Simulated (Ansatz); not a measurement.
# CH4BFGe: small, medium and large basis sets

Aim: see how fast density functionals converge with the basis set for CH4BFGe.

The runs use Ansatz 0.2.0, Gaussian basis; one geometry, several basis sets.

The runs, in order: PBE0-D4/def2-SVP; ωB97M-V/def2-SVP; PBE0-D4/def2-QZVPP; ωB97M-V/def2-QZVPP; the functionals' def2-TZVPP values are taken from earlier runs.

## Step 1: The geometry

All runs share one geometry, relaxed beforehand with PBE0-D4 in a triple-zeta def2 set.

8 atoms, charge 0, spin multiplicity 1.

Atoms are counted from 1 here; the program's logs count them from 0.

Bond lengths: F1–B2 1.314 Å, B2–C3 1.490 Å, B2–Ge4 1.992 Å, C3–Ge4 2.148 Å, C3–H5 1.088 Å, C3–H6 1.089 Å, Ge4–H7 1.530 Å, Ge4–H8 1.537 Å. Angles: F1–B2–C3 135.5°, F1–B2–Ge4 137.8°, C3–B2–Ge4 74.6°, B2–C3–Ge4 63.4°, B2–C3–H5 119.8°, B2–C3–H6 123.7°, Ge4–C3–H5 92.6°, Ge4–C3–H6 133.5°, H5–C3–H6 112.8°, B2–Ge4–C3 42.0°, B2–Ge4–H7 126.0°, B2–Ge4–H8 122.0°, C3–Ge4–H7 102.9°, C3–Ge4–H8 119.8°, H7–Ge4–H8 110.9°.

## Step 2: PBE0-D4 in def2-SVP

in.yaml reads:

```yaml
crystal:
  periodic: [false, false, false]
  atoms:
    - {symbol: F, position_ang: [-1.002428, 1.127492, 1.872939]}
    - {symbol: B, position_ang: [-0.542959, 0.743824, 0.702821]}
    - {symbol: C, position_ang: [0.805298, 0.597318, 0.085682]}
    - {symbol: Ge, position_ang: [-0.676409, -0.849858, -0.484001]}
    - {symbol: H, position_ang: [0.965647, 0.911212, -0.943964]}
    - {symbol: H, position_ang: [1.729282, 0.539090, 0.658259]}
    - {symbol: H, position_ang: [-0.590641, -0.842769, -2.011276]}
    - {symbol: H, position_ang: [-0.595688, -2.283510, 0.063739]}
basis:
  gaussian: {orbitals: def2-SVP}
hamiltonian: {xc: pbe0, dispersion: d4}
output: {orbitals: {seedname: orbitals}}
```

Command:

```bash
$ ansatz run in.yaml --threads 2 --pin off --events-out ev --progress --plain --max-ram 4352MiB
```

Further steps of the session: ωB97M-V in def2-SVP; PBE0-D4 in def2-QZVPP; ωB97M-V in def2-QZVPP.

**Question.** What will the summary of the whole plan be? Wanted: PBE0-D4: double and triple zeta above quadruple; ωB97M-V: double and triple zeta above quadruple.

As calculated:

| quantity | value |
| --- | --- |
| PBE0-D4: double and triple zeta above quadruple | 13.82, 1.46 eV |
| ωB97M-V: double and triple zeta above quadruple | 13.90, 1.42 eV |

PBE0-D4 gains 12.36 eV from double to triple zeta, then 1.46 eV more. Total energies overstate the basis error of differences, where much of it tends to cancel.
